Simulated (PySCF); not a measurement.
# C6H9BSi: electronic excitations

What electronic excitations should C6H9BSi (`C#C[SiH2]C#CB(C)C`) show?

The runs use PySCF 2.14.0, with density-fitted response routines of our own; the level of theory stands in each step. All values are computed, except where a source is named. Atoms are numbered from 0 throughout.

### 1 Starting geometry

17 atoms, charge 0, multiplicity 1; geometry from: GFN2-xTB.

Bonds of the start (Å): C0–C1 1.20, C1–Si2 1.85, Si2–C3 1.85, C3–C4 1.21, C4–B5 1.51, B5–C6 1.58, B5–C7 1.58, C0–H8 1.05, Si2–H9 1.47, Si2–H10 1.47, C6–H11 1.09, C6–H12 1.09, C6–H13 1.09, C7–H14 1.09, C7–H15 1.09, C7–H16 1.09.

### 2 Ultraviolet spectrum: wB97X-D/def2-SVPD

What the job is given:

```
{"job": {"kind": "uv", "xc": "wB97X-D", "basis": "def2-SVPD", "nstates": 8, "ntriplets": 3}, "charge": 0, "multiplicity": 1}
C      4.331373     1.518527     0.089461
C      3.698446     0.497506     0.124924
Si     2.739759    -1.086108     0.182931
C      0.943495    -0.654080     0.242678
C     -0.239862    -0.383099     0.283251
B     -1.704430    -0.032076     0.344331
C     -2.779077    -1.183496     0.227363
C     -2.133187     1.477566     0.510933
H      4.880637     2.415840     0.058786
H      3.099319    -1.819834     1.403827
H      3.015334    -1.854902    -1.038130
H     -3.792154    -0.817295     0.079676
H     -2.547157    -1.881368    -0.575606
H     -2.778867    -1.773156     1.144888
H     -1.379011     2.092497     0.996746
H     -2.288525     1.900774    -0.482727
H     -3.073093     1.594734     1.046221
```

Level: TDDFT wB97X-D/def2-SVPD, vertical, gas phase, core orbitals frozen in the response.

Launch:

```console
$ OMP_NUM_THREADS=1 python probes_run.py task.json out
```

This one command runs all jobs of the session in turn.

Predict these results of the whole session: lowest singlet (wB97X-D/def2-SVPD); brightest single state of those computed; lowest triplet.

**Answer**, as computed:

| quantity | value |
| --- | --- |
| lowest singlet (wB97X-D/def2-SVPD) | 4.36 eV (284 nm), f = 0.000 |
| brightest single state of those computed | state 2, 5.53 eV, f = 0.079 |
| lowest triplet | 4.09 eV |

The lowest singlet, at 4.36 eV, is HOMO→LUMO 0.94 and is dark; of the 8 states computed, the strongest absorption comes from state 2 at 5.53 eV. The lowest triplet lies 0.27 eV below the lowest singlet (triplets in Tamm-Dancoff, singlets in full TDDFT).
